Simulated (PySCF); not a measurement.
# C3H8AlNO: the cost of one run

Programs: PySCF 2.14.0, with density-fitted response routines of our own. Each step states its level of theory. These are calculated values for one molecule in the gas phase, unless marked as measured. Atoms are numbered from 0 throughout.

## 1. The starting structure

14 atoms, charge 0, multiplicity 1; geometry from: GFN2-xTB. The atoms were then displaced at random by about 0.01 Å, so the start is not that level's minimum.

Bonds of the start (Å): O0–C1 1.42, C1–C2 1.56, C2–C3 1.47, C3–N4 1.11, N4–Al5 1.98, O0–H6 0.96, C1–H7 1.11, C1–H8 1.09, C2–H9 1.10, C2–H10 1.08, Al5–H11 1.56, Al5–H12 1.62, Al5–H13 1.57.

## 2. Relaxing the molecule at PBE0-D3(BJ)/def2-SVP

The job: settings as JSON, then the geometry in Å.

```
{"job": {"xc": "PBE0", "basis": "def2-SVP", "d3": "d3bj", "grid": 1, "shake": 0.01, "kind": "geom"}, "charge": 0, "multiplicity": 1}
O     -1.295840    -1.445050    -0.154230
C     -1.682090    -0.114720    -0.444520
C     -1.277640     0.877660     0.683350
C      0.194440     0.933770     0.715060
N      1.305820     0.876940     0.650360
Al     2.533110    -0.384060    -0.255270
H     -0.368820    -1.566520    -0.359750
H     -1.235500     0.244720    -1.396430
H     -2.769810    -0.087940    -0.490880
H     -1.628970     0.499640     1.659280
H     -1.685470     1.866870     0.512220
H      3.630560     0.570520    -0.813170
H      1.472800    -0.993010    -1.312020
H      2.800260    -1.293920     0.998230
```

The run is started by

```
$ OMP_NUM_THREADS=1 python probes_run.py task.json out
```

One launch serves the whole session: the jobs run in the order shown.

Q: Estimate the wall time and peak memory of this first job on 1 thread of Arm Neoverse V2, shared host.

About 78 s, with a peak of 0.5 GiB.
